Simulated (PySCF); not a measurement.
# Argon: the same states on changed settings

These states were run before on sound settings. What differs here: a valence shell is frozen, unsound on purpose. What does it move?

Program: PySCF 2.14.0. Level of theory: unrestricted determinants in a Gaussian basis, no spin-orbit coupling in the energies. These are calculated values, not measurements, unless marked.

### 1 Starting point

```
Element                                   : argon (Z = 18)
Basis                                     : aug-cc-pV(D+d)Z (5s4p3d, 32 functions)
Hamiltonian                               : the non-relativistic Hamiltonian (point nucleus)
State 1                                   : Ar⁺: [Ne] 3s2 3p5, 2P determinant
State 2                                   : Ar²⁺: [Ne] 3s2 3p4, high-spin 3P determinant
Methods                                   : MP2, CCSD(T)
Core shells frozen in the correlated runs : valence: [Ne] 3s2 (for Ar⁺)
```

Outer shells as boxes (Hund's rule):

Ar+ [Ne] 3s2 3p5
```
[Ne] core
3s [↑↓]
3p [↑↓][↑↓][↑ ]
```

Ar2+ [Ne] 3s2 3p4
```
[Ne] core
3s [↑↓]
3p [↑↓][↑ ][↑ ]
```

The sound run (aug-cc-pV(D+d)Z, the non-relativistic Hamiltonian (point nucleus), symmetry-adapted start, fine grid, valence correlation) gave:

| species | method | energy (hartree) |
| --- | --- | --- |
| Ar⁺ | UHF | -526.26171 |
| Ar⁺ | r2SCAN | -526.91290 |
| Ar⁺ | B3LYP | -526.96254 |
| Ar⁺ | MP2 (valence) | -526.38484 |
| Ar⁺ | CCSD(T) (valence) | -526.40695 |
| Ar²⁺ | UHF | -525.29165 |
| Ar²⁺ | r2SCAN | -525.89495 |
| Ar²⁺ | B3LYP | -525.94303 |
| Ar²⁺ | MP2 (valence) | -525.38741 |
| Ar²⁺ | CCSD(T) (valence) | -525.41144 |

The runs were made by one driver on top of PySCF. The scripts below sum up each run's settings (the driver also hands on starting orbitals that pick excited configurations, and frozen orbitals as a list rather than a count), and the logs come from the driver's own runs. The driver starts from symmetry-adapted Hartree-Fock orbitals, holds the occupation by maximum overlap and uses a logarithmic radial grid for functionals, so a plain start would take other cycles.

It was started by

```bash
$ OMP_NUM_THREADS=1 python atomrun2.py TASK.json OUT
```

The integrals over 32 functions and the set-up took 0.04 s of CPU time.

### 2 Changed run, Ar⁺

**MP2 (valence)**

File input.py:

```python
from pyscf import gto, scf, dft, mp, cc
import basis_set_exchange as bse
mol = gto.M(atom="Ar 0 0 0", charge=1, spin=1, symmetry="D2h",
            basis=gto.basis.parse(bse.get_basis("aug-cc-pV(D+d)Z", elements=["Ar"], fmt="nwchem", header=False)))
mf = scf.UHF(mol)
mf.irrep_nelec = {'Ag': (3, 3), 'B1u': (2, 2), 'B2u': (2, 2), 'B3u': (2, 1)}
mf.kernel()
mp.UMP2(mf, frozen=6).kernel()
```

This step left no log, only its results.

It took 0.01 s on 1 thread of Neoverse-N1, shared host, the integrals not counted.

With 5 electrons correlated, the MP2 correlation energy is -0.08528 hartree (-0.02560 same spin, -0.05969 opposite spin); the SCS form gives -0.08016. Largest pairs of shells: 3p-3p -0.0853.

**CCSD(T) (valence)**

input.py, as changed from the run before:

```diff
@@ -7,2 +7,3 @@
 mf.kernel()
-mp.UMP2(mf, frozen=6).kernel()
+mycc = cc.CCSD(mf, frozen=6).run()
+mycc.ccsd_t()
```

Output:

```text
CC2 = 0
CCSD nocc = (np.int64(3), np.int64(2)), nmo = (26, 26)
frozen orbitals [[0, 1, 2, 3, 4, 5], [0, 1, 2, 3, 4, 5]]
max_cycle = 100
direct = 0
conv_tol = 1e-08
conv_tol_normt = 1e-06
diis_space = 8
diis_start_cycle = 0
Init t2, MP2 energy = -0.0852835625082401
Init E_corr(UCCSD) = -0.0852835625150568
cycle = 1  E_corr(UCCSD) = -0.0964956601585061  dE = -0.0112120976  norm(t1,t2) = 0.0257158
cycle = 2  E_corr(UCCSD) = -0.0981541362687179  dE = -0.00165847611  norm(t1,t2) = 0.00600457
cycle = 3  E_corr(UCCSD) = -0.0986404557980416  dE = -0.000486319529  norm(t1,t2) = 0.00205269
cycle = 4  E_corr(UCCSD) = -0.0986250457379493  dE = 1.54100601e-05  norm(t1,t2) = 0.000319666
cycle = 5  E_corr(UCCSD) = -0.0986256821726413  dE = -6.36434692e-07  norm(t1,t2) = 7.83345e-05
cycle = 6  E_corr(UCCSD) = -0.0986256541351738  dE = 2.80374675e-08  norm(t1,t2) = 1.14591e-05
cycle = 7  E_corr(UCCSD) = -0.098625658419127  dE = -4.28395318e-09  norm(t1,t2) = 1.17667e-06
cycle = 8  E_corr(UCCSD) = -0.0986256575025819  dE = 9.16545118e-10  norm(t1,t2) = 1.81534e-07
UCCSD converged
E(UCCSD) = -526.3603320438361  E_corr = -0.09862565750258186
UCCSD(T) correction = -0.000681855490993317
```

It took 0.33 s on 1 thread of Neoverse-N1, shared host, the integrals not counted.

CCSD correlation -0.09863 hartree, triples -0.00068; total -526.361014. T1 = 0.001, largest double amplitude 0.034.

### 3 Changed run, Ar²⁺

**MP2 (valence)**

File input.py:

```python
from pyscf import gto, scf, dft, mp, cc
import basis_set_exchange as bse
mol = gto.M(atom="Ar 0 0 0", charge=2, spin=2, symmetry="D2h",
            basis=gto.basis.parse(bse.get_basis("aug-cc-pV(D+d)Z", elements=["Ar"], fmt="nwchem", header=False)))
mf = scf.UHF(mol)
mf.irrep_nelec = {'Ag': (3, 3), 'B1u': (2, 1), 'B2u': (2, 2), 'B3u': (2, 1)}
mf.kernel()
mp.UMP2(mf, frozen=6).kernel()
```

The driver printed no log here.

Time after the integrals: 0.01 s (1 thread of Neoverse-N1, shared host).

With 4 electrons correlated, the MP2 correlation energy is -0.04821 hartree (-0.01914 same spin, -0.02906 opposite spin); the SCS form gives -0.04126. Largest pairs of shells: 3p-3p -0.0482.

**CCSD(T) (valence)**

input.py, as changed from the run before:

```diff
@@ -7,2 +7,3 @@
 mf.kernel()
-mp.UMP2(mf, frozen=6).kernel()
+mycc = cc.CCSD(mf, frozen=6).run()
+mycc.ccsd_t()
```

Output:

```text
CC2 = 0
CCSD nocc = (np.int64(3), np.int64(1)), nmo = (26, 26)
frozen orbitals [[0, 1, 2, 3, 4, 5], [0, 1, 2, 3, 4, 5]]
max_cycle = 100
direct = 0
conv_tol = 1e-08
conv_tol_normt = 1e-06
diis_space = 8
diis_start_cycle = 0
Init t2, MP2 energy = -0.04820915448896
Init E_corr(UCCSD) = -0.0482091544891998
cycle = 1  E_corr(UCCSD) = -0.0575705244995343  dE = -0.00936137001  norm(t1,t2) = 0.0261641
cycle = 2  E_corr(UCCSD) = -0.0594441968560705  dE = -0.00187367236  norm(t1,t2) = 0.00604955
cycle = 3  E_corr(UCCSD) = -0.0599920136943936  dE = -0.000547816838  norm(t1,t2) = 0.00168904
cycle = 4  E_corr(UCCSD) = -0.059985694291611  dE = 6.31940278e-06  norm(t1,t2) = 0.000267824
cycle = 5  E_corr(UCCSD) = -0.0599864158716088  dE = -7.21579998e-07  norm(t1,t2) = 4.24259e-05
cycle = 6  E_corr(UCCSD) = -0.0599862399207258  dE = 1.75950883e-07  norm(t1,t2) = 7.3585e-06
cycle = 7  E_corr(UCCSD) = -0.0599862801371099  dE = -4.02163841e-08  norm(t1,t2) = 6.43715e-07
cycle = 8  E_corr(UCCSD) = -0.0599862675821204  dE = 1.25549895e-08  norm(t1,t2) = 8.92026e-08
cycle = 9  E_corr(UCCSD) = -0.0599862686950397  dE = -1.11291928e-09  norm(t1,t2) = 1.2116e-08
UCCSD converged
E(UCCSD) = -525.3516366357973  E_corr = -0.05998626869503969
UCCSD(T) correction = -0.000183360912886194
```

Time after the integrals: 0.32 s (1 thread of Neoverse-N1, shared host).

CCSD correlation -0.05999 hartree, triples -0.00018; total -525.351820. T1 = 0.001, largest double amplitude 0.045.

### 4 What moved

| species | method | converged | energy less sound run (eV) |
| --- | --- | --- | --- |
| Ar⁺ | MP2 (valence) | yes | +1.0299 |
| Ar⁺ | CCSD(T) (valence) | yes | +1.2499 |
| Ar²⁺ | MP2 (valence) | yes | +1.2940 |
| Ar²⁺ | CCSD(T) (valence) | yes | +1.6225 |

Ionisation energy of Ar⁺:

| method | sound run (eV) | changed run (eV) | shift (eV) |
| --- | --- | --- | --- |
| UHF | 26.397 | 26.397 | +0.000 |
| MP2 | 27.141 | 27.405 | +0.264 |
| SCS-MP2 | 27.109 | 27.455 | +0.346 |
| CCSD | 27.074 | 27.448 | +0.374 |
| CCSD(T) | 27.089 | 27.462 | +0.373 |

### 5 Summary of results

| quantity | value |
| --- | --- |
| change | a valence shell is frozen |
| runs converged | 4 of 4 |
| largest shift of a converged total energy | 1.62 eV |
| largest shift of the ionisation energy | +0.374 eV (CCSD) |

In words: The ionisation energy moves by up to 0.37 eV, at CCSD. Freezing a valence shell removes pair correlation that changes on ionisation. The setting is unsound on purpose, so these numbers are no properties of the atom.
